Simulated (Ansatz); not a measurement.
# C2H3AlTe: basis-set convergence

An exercise on one series of results from a longer session: the logs are not shown, and one member is left open.

The runs use Ansatz 0.2.0, Gaussian basis; one geometry, several basis sets.

Levels to be run: PBE0-D4/def2-SVP; ωB97M-V/def2-SVP; PBE0-D4/def2-QZVPP; ωB97M-V/def2-QZVPP; the functionals' def2-TZVPP values are taken from earlier runs.

## The geometry

The geometry comes from an earlier relaxation with PBE0-D4 in a triple-zeta def2 set; it is a stationary point, not always the lowest conformer. Te takes the def2 core potential; no spin-orbit term is included.

7 atoms, charge 0, spin multiplicity 1.

Atoms are counted from 1 here; the program's logs count them from 0.

Bond lengths: Te1–C2 2.083 Å, Te1–H5 1.657 Å, C2–C3 1.367 Å, C2–Al4 1.866 Å, C3–Al4 1.849 Å, C3–H6 1.088 Å, Al4–H7 1.567 Å. Angles: C2–Te1–H5 93.8°, Te1–C2–C3 129.1°, Te1–C2–Al4 163.1°, C3–C2–Al4 67.7°, C2–C3–Al4 69.1°, C2–C3–H6 129.6°, Al4–C3–H6 161.3°, C2–Al4–C3 43.2°, C2–Al4–H7 156.5°, C3–Al4–H7 160.3°.

Geometry (Å):

```xyz
7

Te   -2.35107    0.20839    0.04309
C    -0.27985   -0.00900    0.06536
C     0.52760   -0.48223    1.06213
Al    1.52231    0.00005   -0.42005
H    -2.38153    0.81832   -1.49750
H     0.26502   -0.84534    2.05331
H     2.75873    0.24172   -1.35205
```

Set-up of the first run:

in.yaml reads:

```yaml
crystal:
  periodic: [false, false, false]
  atoms:
    - {symbol: Te, position_ang: [-2.351071, 0.208389, 0.043092]}
    - {symbol: C, position_ang: [-0.279846, -0.009003, 0.065364]}
    - {symbol: C, position_ang: [0.527596, -0.482230, 1.062133]}
    - {symbol: Al, position_ang: [1.522310, 0.000047, -0.420050]}
    - {symbol: H, position_ang: [-2.381533, 0.818320, -1.497501]}
    - {symbol: H, position_ang: [0.265018, -0.845337, 2.053311]}
    - {symbol: H, position_ang: [2.758727, 0.241716, -1.352049]}
basis:
  gaussian: {orbitals: def2-SVP}
hamiltonian: {xc: pbe0, dispersion: d4}
output: {orbitals: {seedname: orbitals}}
```

Command:

```sh
$ ansatz run in.yaml --threads 2 --pin off --events-out ev --progress --plain --max-ram 4352MiB
```

Steps of the session up to this table: PBE0-D4 in def2-SVP; ωB97M-V in def2-SVP; PBE0-D4 in def2-QZVPP; ωB97M-V in def2-QZVPP.

One table of the session follows, with a row left open; its other results are not shown here.

It belongs to the step «Functionals by basis». 

| functional | basis | HOMO (eV) |
| --- | --- | --- |
| PBE0-D4 | def2-SVP | -5.96 |
| PBE0-D4 | def2-TZVPP | ? |
| PBE0-D4 | def2-QZVPP | -6.05 |
| ωB97M-V | def2-SVP | -7.93 |
| ωB97M-V | def2-TZVPP | -8.04 |
| ωB97M-V | def2-QZVPP | -8.06 |

**Question.** Estimate the row for PBE0-D4, def2-TZVPP.

The run gave: HOMO (eV): -6.04. In the column «HOMO (eV)» it lies between PBE0-D4, def2-QZVPP (-6.05) and PBE0-D4, def2-SVP (-5.96).
